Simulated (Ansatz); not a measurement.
# ReP (rocksalt): a single-point run

Aim: a sound single-point run of ReP (rocksalt). The structure is shown as the input types it.

Computed with Ansatz 0.2.0 (DFT r2SCAN, scalar-relativistic, plane waves, PAW, unless a step's input says otherwise).

2 further runs of the same task are left out: 1 for a known fault of the program, 1 that didn't finish. Runs told in other sessions of the task aren't counted.

### 1 The structure to begin with

It takes space group Fm-3m (No. 225, cubic). The conventional cell has a = 4.892 Å, b = 4.892 Å, c = 4.892 Å, α = 90.00°, β = 90.00°, γ = 90.00°. Re (site symmetry m-3m) has 6 P at 2.45 Å in its first shell of neighbours. P (site symmetry m-3m) has 6 Re at 2.45 Å in its first shell of neighbours.

Structure file:

```cif
data_structure
_symmetry_space_group_name_H-M 'P 1'
_symmetry_Int_Tables_number 1
_cell_length_a 3.4590
_cell_length_b 3.4590
_cell_length_c 3.4590
_cell_angle_alpha 60.000
_cell_angle_beta 60.000
_cell_angle_gamma 60.000
_cell_volume 29.26
loop_
_atom_site_label
_atom_site_type_symbol
_atom_site_fract_x
_atom_site_fract_y
_atom_site_fract_z
_atom_site_occupancy
Re1 Re 0.50000 0.50000 0.50000 1
P1 P 0.00000 0.00000 0.00000 1
```

### 2 Input and run

input.yaml reads:

```yaml
crystal:
  lattice:
    - [0.0, 2.445850978, 2.445850978]
    - [2.445850978, 0.0, 2.445850978]
    - [2.445850978, 2.445850978, 0.0]
  atoms:
    - { symbol: Re, position: [0.5, 0.5, 0.5] }
    - { symbol: P, position: [0.0, 0.0, 0.0] }
basis:
  ecutwfc: 500
  ecutrho_ratio: 1
kpoints:
  mp_grid: { grid: [12, 12, 12] }
hamiltonian:
  xc: r2scan
scf:
  occupations: { method: gaussian, width: 0.05 }
  max_iter: 75
output:
  forces: true
  stress: true
```

Run with:

```bash
$ ansatz run input.yaml --threads 2 --pin off --max-ram 2662MiB --backend cpu --events-out ev --progress --plain --runs-dir out
```

**Question.** How will this run end, and is anything wrong with its input?

This run ends as converged, with warnings (cutoff below recommended). Its log warns: «basis.ecutrho_ratio = 1 (ecutrho = 500 eV) is below the records' recommended 2000 eV»

The suspect setting: basis.ecutrho_ratio is 1. The density cutoff must be at least four times the energy cutoff of the waves.

The test: set basis.ecutrho_ratio to 4.
